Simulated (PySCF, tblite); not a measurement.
# C₁₃H₉FO: NMR shifts, part 2 of 2

tblite 0.8.0 and PySCF 2.14.0. Atoms count from 0.

### Step 5. NMR shifts: GIAO KT3/pcSseg-2

Job settings and geometry (Å):

```
{"job": {"kind": "nmr", "xc": "KT3", "basis": "pcSseg-2", "pop": false}, "charge": 0, "multiplicity": 1}
O     -5.190348    -0.147902    -1.183505
C     -4.523212    -0.309542    -0.215471
F     -5.096708    -0.604774     0.963558
C     -3.054791    -0.221017    -0.117534
C     -2.328767     0.079837    -1.276388
C     -0.946440     0.176570    -1.225157
C     -0.251008    -0.021911    -0.020252
C      1.222319     0.086855     0.035318
C      1.904266     1.043538    -0.731512
C      3.290891     1.148193    -0.672174
C      4.024432     0.295641     0.151698
C      3.360415    -0.662117     0.917019
C      1.973503    -0.763450     0.860320
C     -0.991709    -0.323918     1.133468
C     -2.375877    -0.423665     1.088949
H     -2.870656     0.225553    -2.213033
H     -0.387181     0.385664    -2.139383
H      1.337244     1.732496    -1.361716
H      3.802198     1.907208    -1.268886
H      5.112822     0.377410     0.197277
H      3.927219    -1.340987     1.558497
H      1.464225    -1.532627     1.445464
H     -0.473459    -0.456359     2.085328
H     -2.941976    -0.649852     1.993475
```

Method: GIAO KT3/pcSseg-2 NMR shielding, non-relativistic, gas phase.

Standard output:

```text
start: PBE on a coarse grid of 20873 points
cycle   1  E = -675.0838417644  dE =  2.299e+00  |g| = 1.117e+00  |ddm| = 4.275e+00
cycle   2  E = -673.9615979031  dE =  1.122e+00  |g| = 2.587e+00  |ddm| = 5.695e+00
cycle   3  E = -675.2546157007  dE = -1.293e+00  |g| = 6.399e-01  |ddm| = 5.014e+00
cycle   4  E = -675.3349122192  dE = -8.030e-02  |g| = 1.672e-01  |ddm| = 8.031e-01
cycle   5  E = -675.3378063227  dE = -2.894e-03  |g| = 9.011e-02  |ddm| = 2.161e-01
cycle   6  E = -675.3394198667  dE = -1.614e-03  |g| = 2.925e-02  |ddm| = 1.226e-01
cycle   7  E = -675.3396147876  dE = -1.949e-04  |g| = 1.152e-02  |ddm| = 3.986e-02
cycle   8  E = -675.3396476519  dE = -3.286e-05  |g| = 3.631e-03  |ddm| = 1.474e-02
final grid: 197991 points
cycle   9  E = -686.6235553705  dE = -4.995e-02  |g| = 2.130e-01  |ddm| = 6.611e+00
cycle  10  E = -686.6000780009  dE =  2.348e-02  |g| = 4.253e-01  |ddm| = 7.348e-01
cycle  11  E = -686.6297363506  dE = -2.966e-02  |g| = 6.456e-02  |ddm| = 4.853e-01
cycle  12  E = -686.6305117881  dE = -7.754e-04  |g| = 2.089e-02  |ddm| = 7.626e-02
cycle  13  E = -686.6305821619  dE = -7.037e-05  |g| = 5.987e-03  |ddm| = 2.663e-02
cycle  14  E = -686.6305909401  dE = -8.778e-06  |g| = 2.178e-03  |ddm| = 1.296e-02
cycle  15  E = -686.6305938632  dE = -2.923e-06  |g| = 5.751e-04  |ddm| = 2.686e-03
cycle  16  E = -686.6305922262  dE =  1.637e-06  |g| = 2.681e-04  |ddm| = 1.313e-03
cycle  17  E = -686.6305911866  dE =  1.040e-06  |g| = 7.293e-05  |ddm| = 8.615e-04
converged SCF energy = -686.6305911866

GIAO shielding tensors (ppm)
atom      isotropic    diamagn.    paramagn.     s11        s22        s33       span
  0 O      -56.459     394.085    -450.545   -284.985   -151.977    267.584    552.569
  1 C       24.149     243.483    -219.333    -72.961     40.546    104.863    177.823
  2 F      156.709     470.366    -313.656    -51.798    249.711    272.215    324.013
  3 C       59.020     267.251    -208.231    -27.370     51.427    153.002    180.373
  4 C       49.824     261.914    -212.090    -52.113     32.849    168.737    220.849
  5 C       55.863     266.111    -210.248    -38.682     45.334    160.939    199.621
  6 C       34.572     263.695    -229.123    -49.418     -6.695    159.828    209.246
  7 C       41.837     263.638    -221.800    -42.380      7.245    160.647    203.028
  8 C       55.557     265.558    -210.001    -41.565     45.976    162.258    203.822
  9 C       54.265     256.559    -202.294    -49.952     45.369    167.378    217.330
 10 C       54.625     255.339    -200.714    -50.460     45.350    168.986    219.446
 11 C       54.268     256.839    -202.571    -49.998     45.468    167.334    217.332
 12 C       55.428     265.590    -210.162    -41.731     46.065    161.951    203.683
 13 C       55.989     266.058    -210.070    -38.528     45.703    160.791    199.319
 14 C       52.075     260.251    -208.176    -44.103     32.580    167.749    211.853
 15 H       23.073      31.850      -8.778     19.207     22.433     27.578      8.371
 16 H       23.694      37.656     -13.962     19.075     22.862     29.144     10.069
 17 H       23.739      37.749     -14.010     19.311     22.736     29.170      9.859
 18 H       23.903      26.942      -3.039     20.530     24.068     27.111      6.581
 19 H       23.975      22.274       1.701     20.917     24.179     26.829      5.912
 20 H       23.900      26.889      -2.989     20.536     24.053     27.111      6.575
 21 H       23.731      37.701     -13.970     19.306     22.705     29.183      9.877
 22 H       23.729      37.484     -13.755     19.072     22.867     29.247     10.174
 23 H       23.329      29.812      -6.482     19.209     22.637     28.143      8.934
```

It took 35 s on 2 threads of Arm Neoverse V1, shared host; peak memory 1.3 GiB.

### Step 6. NMR shifts: GIAO PBE0/pcSseg-1 in chloroform

Settings changed since step 5:

```diff
@@ -1,2 +1,2 @@
-{"job": {"kind": "nmr", "xc": "KT3", "basis": "pcSseg-2", "pop": false}, "charge": 0, "multiplicity": 1}
+{"job": {"kind": "nmr", "xc": "PBE0", "basis": "pcSseg-1", "pop": false, "solvent": "chloroform"}, "charge": 0, "multiplicity": 1}
 O     -5.190348    -0.147902    -1.183505
```

Level: GIAO PBE0/pcSseg-1 NMR shielding, non-relativistic, IEF-PCM chloroform.

Standard output:

```text
start: PBE on a coarse grid of 20873 points
cycle   1  E = -674.6651191689  dE =  2.306e+00  |g| = 1.048e+00  |ddm| = 5.286e+00
cycle   2  E = -673.7910169700  dE =  8.741e-01  |g| = 2.334e+00  |ddm| = 3.082e+00
cycle   3  E = -674.8342777950  dE = -1.043e+00  |g| = 5.259e-01  |ddm| = 2.429e+00
cycle   4  E = -674.8882249718  dE = -5.395e-02  |g| = 1.325e-01  |ddm| = 5.699e-01
cycle   5  E = -674.8901134875  dE = -1.889e-03  |g| = 6.971e-02  |ddm| = 1.429e-01
cycle   6  E = -674.8910792712  dE = -9.658e-04  |g| = 1.642e-02  |ddm| = 8.357e-02
cycle   7  E = -674.8911339323  dE = -5.466e-05  |g| = 5.917e-03  |ddm| = 2.183e-02
final grid: 197991 points
cycle   8  E = -675.0588246755  dE = -8.561e-03  |g| = 7.120e-02  |ddm| = 5.717e-01
cycle   9  E = -675.0576484489  dE =  1.176e-03  |g| = 1.093e-01  |ddm| = 1.323e-01
cycle  10  E = -675.0598534417  dE = -2.205e-03  |g| = 1.683e-02  |ddm| = 8.949e-02
cycle  11  E = -675.0599027331  dE = -4.929e-05  |g| = 5.281e-03  |ddm| = 1.795e-02
cycle  12  E = -675.0599059359  dE = -3.203e-06  |g| = 1.364e-03  |ddm| = 5.042e-03
cycle  13  E = -675.0599074203  dE = -1.484e-06  |g| = 3.734e-04  |ddm| = 1.551e-03
cycle  14  E = -675.0599078528  dE = -4.325e-07  |g| = 1.476e-04  |ddm| = 5.243e-04
cycle  15  E = -675.0599080591  dE = -2.063e-07  |g| = 3.741e-05  |ddm| = 1.913e-04
converged SCF energy = -675.0599080591

GIAO shielding tensors (ppm)
atom      isotropic    diamagn.    paramagn.     s11        s22        s33       span
  0 O      -68.297     401.954    -470.251   -310.712   -172.491    278.312    589.023
  1 C       19.594     248.382    -228.789    -88.330     44.794    102.317    190.647
  2 F      166.172     475.758    -309.586    -54.508    256.106    296.917    351.426
  3 C       57.450     265.494    -208.045    -34.826     49.349    157.826    192.652
  4 C       44.551     253.376    -208.825    -64.589     22.398    175.844    240.433
  5 C       50.813     253.195    -202.382    -50.025     34.326    168.136    218.161
  6 C       29.462     258.820    -229.358    -64.274    -13.303    165.962    230.235
  7 C       39.512     257.138    -217.626    -53.617      5.479    166.675    220.292
  8 C       50.531     251.533    -201.002    -53.376     35.654    169.313    222.689
  9 C       49.415     253.660    -204.245    -61.745     34.222    175.769    237.514
 10 C       48.952     254.387    -205.435    -63.204     32.921    177.140    240.344
 11 C       49.393     253.633    -204.240    -61.825     34.267    175.738    237.564
 12 C       50.412     251.566    -201.153    -53.525     35.750    169.011    222.535
 13 C       50.884     252.853    -201.969    -49.837     34.588    167.900    217.737
 14 C       46.477     250.833    -204.357    -56.496     20.461    175.465    231.961
 15 H       22.710      32.944     -10.233     18.408     22.619     27.105      8.697
 16 H       23.246      34.179     -10.933     18.113     22.840     28.785     10.671
 17 H       23.370      33.675     -10.305     18.481     22.681     28.948     10.467
 18 H       23.438      28.830      -5.391     19.790     23.998     26.527      6.736
 19 H       23.488      27.284      -3.796     20.164     24.199     26.100      5.936
 20 H       23.436      28.811      -5.376     19.800     23.978     26.529      6.729
 21 H       23.367      33.575     -10.208     18.486     22.653     28.962     10.475
 22 H       23.289      33.803     -10.514     18.141     22.842     28.886     10.745
 23 H       22.900      31.134      -8.234     18.345     22.783     27.572      9.227
```

It took 16 s on 2 threads of Arm Neoverse V1, shared host; peak memory 1 GiB.

### Step 7. What came out

The summary covers parts 1 to 2.

```
                                                               quantity                                                              value
                                                            point group                                                                 C1
                                   rotational constants (main isotopes)                                               2.30, 0.25, 0.23 GHz
13C shifts against TMS (PBE0/pcSseg-2, means over atoms taken as alike)  167.4, 160.0, 151.2, 143.0, 138.8, 138.6, 137.7, 136.9, 133.2 ppm
 1H shifts against TMS (PBE0/pcSseg-2, means over atoms taken as alike)                                   8.51, 7.97, 7.94, 7.76, 7.69 ppm
                                 17O shifts against H2O (PBE0/pcSseg-2)                                                          414.5 ppm
                               19F shifts against CFCl3 (PBE0/pcSseg-2)                                                           12.7 ppm
                               measured, and computed on the same scale                                                F2 δ 18.1, 12.7 ppm
```

What this shows: Relaxing lowered the energy by 0.078 eV in 9 steps; the close pair that moved most is C1–F2, from 1.372 to 1.344 Å (PBE0/def2-SVP). At PBE0/pcSseg-2: The largest span, 625 ppm, is at O0, where the paramagnetic term is -480 ppm. The one measured 19F shift is missed by -5.4 ppm (computed less measured, unscaled). Vibration, temperature and solvent are missing from the calculation, and it holds one conformer, so part of the miss against the measured shifts is not the functional's. NICS(1)zz of -25 ppm above the planar ring from C3 marks a diatropic (aromatic) ring current. NICS(1)zz of -27 ppm above the planar ring from C7 marks a diatropic (aromatic) ring current.
